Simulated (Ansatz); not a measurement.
# B (diamond type): a single-point run

Aim: a sound single-point run of B (diamond type). The structure is shown as the input types it.

Program: Ansatz 0.2.0. Level of theory: DFT, PBEsol, all-electron LAPW, scalar-relativistic. These are calculated values, not measurements.

### Step 1. The structure to begin with

It takes space group Fd-3m (No. 227, cubic). Conventional cell: a = 3.200 Å, b = 3.200 Å, c = 3.200 Å, α = 90.00°, β = 90.00°, γ = 90.00°. B (site symmetry -43m) has 4 B at 1.39 Å in its first shell of neighbours.

As a file:

```cif
data_structure
_symmetry_space_group_name_H-M 'P 1'
_symmetry_Int_Tables_number 1
_cell_length_a 2.2626
_cell_length_b 2.2626
_cell_length_c 2.2626
_cell_angle_alpha 60.000
_cell_angle_beta 60.000
_cell_angle_gamma 60.000
_cell_volume 8.19
loop_
_atom_site_label
_atom_site_type_symbol
_atom_site_fract_x
_atom_site_fract_y
_atom_site_fract_z
_atom_site_occupancy
B1 B 0.87500 0.87500 0.87500 1
B2 B 0.12500 0.12500 0.12500 1
```

### Step 2. Running it

The input, input.yaml:

```yaml
crystal:
  lattice:
    - [0.0, 1.5998684338, 1.5998684338]
    - [1.5998684338, 0.0, 1.5998684338]
    - [1.5998684338, 1.5998684338, 0.0]
  atoms:
    - { symbol: B, position: [-0.125, -0.125, -0.125] }
    - { symbol: B, position: [0.125, 0.125, 0.125] }
kpoints:
  mp_grid: { grid: [1, 1, 1] }
scf:
  occupations: { method: fermi_dirac, width: 0.05 }
  max_iter: 75
hamiltonian:
  xc: pbesol
  pseudopotentials: { kind: all_electron, lapw: { basis_error: 0.001 } }
output:
  forces: true
  stress: true
  eigenvalues: true
  populations: true
```

Command:

```
$ ansatz run input.yaml --threads 1 --pin off --max-ram 2048MiB --backend cpu --events-out ev --progress --plain --runs-dir out
```

**Question.** How will this run end, and is anything wrong with its input?

The program finished normally. It gives a pressure of 919 GPa, which is large; a structure far from rest gives such values too, whatever the setting.

The suspect setting: kpoints.mp_grid.grid is [1, 1, 1]. One k-point can't sample the Brillouin zone of so small a cell.

Run again and compare: set kpoints.mp_grid.grid to [18, 18, 18].
